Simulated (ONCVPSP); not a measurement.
# N: generating and testing an ONCV potential

Aim: build the potential from the settings below, then test how well it stands in for the atom: other configurations, scattering, ghost states and the plane-wave cutoff that it needs.

The numbers are computed with ONCVPSP 4.0.1 (PBE, scalar-relativistic, spin-unpolarised reference atom).

## 1. Settings

The settings as typed:

```json
{"element": "nitrogen (N, Z = 7)", "type": "optimised norm-conserving Vanderbilt (ONCV)", "frozen core": "[He]", "valence charge": "5", "reference configuration": "2s1 2p4", "partial waves": "2s: rc 0.85 bohr, ncon 3, nbas 6, qcut 9.9 1/bohr, 1 projector; 2p: rc 1.70 bohr, ncon 4, nbas 7, qcut 7.6 1/bohr, 2 projectors, debl 3.5 Ha", "local potential": "polynomial inside 0.80 bohr (lpopt 5, dvloc0 0 Ha)", "core correction": "Teter function, fcfact 5, rcfact 1.05"}
```

An earlier all-electron run gives the scale for the radii.

All-electron outer shells of the reference configuration (PBE, scalar-relativistic, ld1.x):

| shell | level (eV) | outermost node (bohr) | outermost maximum (bohr) |
| --- | --- | --- | --- |
| 1s | -385.55 | – | 0.15 |
| 2s | -19.03 | 0.32 | 1.02 |
| 2p | -7.51 | – | 0.97 |

## 2. Generation

N.dat

```
# ATOM AND REFERENCE CONFIGURATION
# atsym  z   nc   nv     iexc    psfile
  N 7.00    1    2        4      upf
#
#   n    l    f
    1    0    2.00
    2    0    1.00
    2    1    4.00
#
# PSEUDOPOTENTIAL AND OPTIMIZATION
# lmax
    1
#
#   l,   rc,      ep,       ncon, nbas, qcut
    0    0.85    0.00    3    6    9.90
    1    1.70    0.00    4    7    7.60
#
# LOCAL POTENTIAL
# lloc, lpopt,  rc(5),   dvloc0
    4    5    0.80    0.00
#
# VANDERBILT-KLEINMAN-BYLANDER PROJECTORs
# l, nproj, debl
    0    1    0.70
    1    2    3.50
#
# MODEL CORE CHARGE
# icmod, fcfact, rcfact
    3    5.00    1.05
#
# LOG DERIVATIVE ANALYSIS
# epsh1, epsh2, depsh
   -2.00    5.00    0.02
#
# OUTPUT GRID
# rlmax, drl
    6.00    0.01
#
# TEST CONFIGURATIONS
# ncnf
    4
# nvcnf
#   n    l    f
    2
    2    0    2.00
    2    1    3.00
#
    2
    2    0    2.00
    2    1    2.00
#
    2
    2    0    2.00
    2    1    1.00
#
    2
    2    0    0.00
    2    1    5.00
#
```

Command:

```
$ oncvpsp.x < N.dat > N.out
```

Q: Predict the outcome of this session. Wanted: cutoffs for 1 and 0.1 mHa per electron, occupied waves; bound ghosts; GHOST(+) flags; largest test error; largest phase difference near zero energy, channels read; rms error of d²Exc/dn², without and with the model core.

As calculated:

| quantity | value |
| --- | --- |
| cutoffs for 1 and 0.1 mHa per electron, occupied waves | 32 Ha and 41 Ha |
| bound ghosts | none found |
| GHOST(+) flags | none at low energy |
| largest test error (AE − PS) | +403 meV, for 2s2 2p1 |
| largest phase difference near zero energy, channels read | 0.003 rad |
| rms error of d²Exc/dn², without and with the model core | 1.77 and 1.93 mHa |

**Reading.** By total energies transferability is poor: the largest error is 403 meV on 30.9 eV, for 2s2 2p1. The potential is of middling hardness: the looser tolerance needs 32 Ha. At the looser tolerance the 2s wave is the slowest; 2p needs 21 Ha. It is free of bound ghosts as far as tested. Near zero energy the phases of the channels with partial waves agree within 0.003 rad.
